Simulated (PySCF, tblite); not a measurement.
# C4H7FO2: geometry, infrared bands and NMR shifts

Wanted: the infrared bands and NMR shifts of C4H7FO2 (`CO[C@H](C)C(=O)F`), by calculation.

The runs use tblite 0.8.0 and PySCF 2.14.0, with density-fitted response routines of our own; the level of theory stands in each step. All values are computed, except where a source is named. Atoms are numbered from 0 throughout.

### 1 The molecule as given

14 atoms, charge 0, multiplicity 1; geometry from: force field or distance geometry start.

Bonds of the start (Å): C0–O1 1.41, O1–C2 1.39, C2–C3 1.52, C2–C4 1.49, C4–O5 1.23, C4–F6 1.37, C0–H7 1.13, C0–H8 1.10, C0–H9 1.09, C2–H10 1.10, C3–H11 1.10, C3–H12 1.12, C3–H13 1.10.

### 2 Relaxing the molecule with GFN2-xTB

The job: settings as JSON, then the geometry in Å.

```
{"job": {"kind": "relax", "xc": "GFN2-xTB", "basis": "xTB"}, "charge": 0, "multiplicity": 1}
C      1.928400    -0.274200    -0.339800
O      0.653900    -0.012200    -0.871100
C     -0.235200     0.136700     0.186000
C     -1.299200    -0.938900     0.009000
C     -0.923400     1.462400     0.134000
O     -0.703000     2.294800    -0.741400
F     -1.836300     1.708700     1.122900
H      2.191700     0.621400     0.300300
H      2.633000    -0.264800    -1.186500
H      1.964800    -1.172200     0.279100
H      0.256500     0.023000     1.164700
H     -2.282900    -0.527100    -0.276600
H     -1.393300    -1.451300     0.998300
H     -0.955700    -1.606900    -0.800900
```

Run with:

```sh
$ OMP_NUM_THREADS=1 python probes_run.py task.json out
```

This one command runs all jobs of the session in turn.

**Question.** This job is followed by: GFN2-xTB harmonic vibrations, gas phase; GIAO PBE0/pcSseg-1 NMR shielding, non-relativistic, gas phase. What will the session give for the following? strongest single infrared mode (GFN2-xTB); zero-point energy (GFN2-xTB); 13C shifts against TMS (PBE0/pcSseg-1); 1H shifts against TMS (PBE0/pcSseg-1, means over atoms taken as alike); 17O shifts against H2O (PBE0/pcSseg-1); 19F shifts against CFCl3 (PBE0/pcSseg-1); surface potential, 1st and 99th percentile.

As calculated:

```
                                                              quantity                        value
                             strongest single infrared mode (GFN2-xTB)        1882 cm⁻¹, 405 km/mol
                                          zero-point energy (GFN2-xTB)                66.9 kcal/mol
                                13C shifts against TMS (PBE0/pcSseg-1)  171.5, 78.1, 59.4, 21.5 ppm
1H shifts against TMS (PBE0/pcSseg-1, means over atoms taken as alike)         3.87, 3.67, 1.59 ppm
                                17O shifts against H2O (PBE0/pcSseg-1)              448.2, 40.9 ppm
                              19F shifts against CFCl3 (PBE0/pcSseg-1)                     37.6 ppm
                                 surface potential, 1st and 99th percentile           -1.31 V and 1.30 V
```

Over 107 steps the energy fell by 0.623 eV; of the close pairs, C4–O5 changed most, 1.228 to 1.177 Å. No mode is imaginary among the 36: a minimum at this level. The strongest single mode, at 1882 cm⁻¹, moves mainly C4 and O5. Unscaled tight-binding wavenumbers are off by several per cent, some by more. Its intensities can rank the bands wrongly. The most deshielded hydrogen is H10 (hydrogen on an sp3 CH bonded to O, α to a carbonyl), at 3.87 ppm: its carbon carries O, an electronegative neighbour. At PBE0/pcSseg-1: Shielding is most anisotropic at O5 (span 656 ppm, paramagnetic term -513 ppm). At PBE0/pcSseg-1, counted by nearest atom on the grid, the HOMO lies on O1 55 %; H7 8 %, the LUMO on C4 45 %; O5 28 %.
